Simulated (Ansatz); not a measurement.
What does this script print? It uses Ansatz 0.2.0, Python API.

`torsion_ch5bo2.py`
```python
"""Energy of CH5BO2 as one group turns about a bond."""

import ansatz
from ase import Atoms

atoms = Atoms(["C", "O", "B", "O", "H", "H", "H", "H", "H"], positions=[
    (0.2276, 0.7104, -0.9418),
    (-0.9221, -0.023, -0.536),
    (-0.4924, -0.9568, 0.4887),
    (-0.4656, -0.5766, 1.9094),
    (0.9818, 0.1182, -1.4242),
    (0.5868, 1.3898, -0.1221),
    (-0.1412, 1.4586, -1.7364),
    (-0.027, -2.0127, 0.1903),
    (0.3406, -0.1542, 2.155),
])

# start the scan from a relaxed geometry
first = (
    ansatz.Crystal.molecule_from_ase(atoms).calculation()
    .basis(gaussian="cc-pVDZ")
    .functional("r2scan0")
    .relax(force_tolerance=0.02, max_steps=80)
)
atoms.positions = first.run().report["positions_ang"]

start = atoms.get_dihedral(0, 1, 2, 3)
energies = {}
for turn in range(0, 360, 40):
    turned = atoms.copy()
    turned.set_dihedral(0, 1, 2, 3, start + turn, indices=[2, 3, 7, 8])
    setup = (
        ansatz.Crystal.molecule_from_ase(turned).calculation()
        .basis(gaussian="cc-pVDZ")
        .functional("r2scan0")
    )
    energies[round((start + turn) % 360)] = setup.run().report["free_energy_ev"]
floor = min(energies.values())
print("dihedral C0-O1-B2-O3 (deg)   E - E(min) (kJ/mol)")
for angle, e in sorted(energies.items()):
    print(f"{angle:8d} {96.485332 * (e - floor):14.3f}  " + "#" * int(30 * (e - floor) / max(max(energies.values()) - floor, 1e-9)))
```

```console
$ python torsion_ch5bo2.py
dihedral C0-O1-B2-O3 (deg)   E - E(min) (kJ/mol)
      20         28.169  #################
      60         44.244  ###########################
     100         48.782  ##############################
     140         18.503  ###########
     180          0.000
     220         18.255  ###########
     260         48.732  #############################
     300         44.451  ###########################
     340         27.336  ################
```

The scan is rigid and the energies are electronic, in a modest basis. With rigid groups the curve can differ much from the relaxed path, the start wasn't checked as a minimum of this torsion, and equivalent turns needn't return to the same energy. The whole script took 2.4 min on 1 thread of Arm Neoverse N1, on a shared host, peak memory 0.24 GiB.
